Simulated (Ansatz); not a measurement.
# SnTe: the cost of one run

Method: DFT LDA, scalar-relativistic, plane waves, PAW, in Ansatz 0.2.0.

The COD entry's cell or inner coordinates are ideal or old and differ from later refinements, so a difference from it is no clean test against experiment.

1 further run of the same task is left out (set aside as unsound or not needed).

## Step 1: The structure to begin with

Symmetry: Fm-3m, No. 225, cubic system. Conventional cell: a = 6.237 Å, b = 6.237 Å, c = 6.237 Å, α = 90.00°, β = 90.00°, γ = 90.00°. Sn (site symmetry m-3m) is surrounded by 6 Te at 3.12 Å. Te (site symmetry m-3m) is surrounded by 6 Sn at 3.12 Å.

Structure file:

```cif
data_structure
_symmetry_space_group_name_H-M 'Fm-3m'
_symmetry_Int_Tables_number 225
_cell_length_a 6.2366
_cell_length_b 6.2366
_cell_length_c 6.2366
_cell_angle_alpha 90.000
_cell_angle_beta 90.000
_cell_angle_gamma 90.000
_cell_volume 242.58
loop_
_atom_site_label
_atom_site_type_symbol
_atom_site_symmetry_multiplicity
_atom_site_Wyckoff_symbol
_atom_site_fract_x
_atom_site_fract_y
_atom_site_fract_z
_atom_site_occupancy
Sn1 Sn 4 a 0.00000 0.00000 0.00000 1
Te1 Te 4 b 0.50000 0.00000 0.00000 1
```

This cell was relaxed beforehand with the same method: volume 30.32 Å³/atom, gap on the mesh 0.20 eV.

## Step 2: A stricter relaxation

Response functions are second derivatives at a minimum, so forces and stress are first brought close to zero on the mesh and occupations that the response runs use.

input.yaml

```yaml
crystal:
  lattice:
    - [0.0, 3.118315784, 3.118315784]
    - [3.118315784, 0.0, 3.118315784]
    - [3.118315784, 3.118315784, 0.0]
  atoms:
    - { symbol: Sn, position: [0.0, 0.0, 0.0] }
    - { symbol: Te, position: [0.5, 0.5, 0.5] }
basis:
  ecutwfc: 420
kpoints:
  mp_grid: { grid: [10, 10, 10] }
hamiltonian:
  xc: lda
scf:
  occupations: { method: gaussian, width: 0.01 }
output:
  forces: true
  stress: true
  eigenvalues: true
relax:
  adjacent_minimum: "off"
  f_tol: 0.001
  max_steps: 60
  cell: { stress_tol: 0.01 }
```

On the command line:

```bash
$ ansatz run input.yaml --threads 2 --pin off --max-ram 5120MiB --backend cpu --events-out ev --progress --plain --runs-dir out
```

**Question.** How long does this run take on 2 threads of Intel Xeon 6975P-C (Granite Rapids), shared host, and how much memory does it need?

About 3.8 s, with a peak of 0.42 GiB.
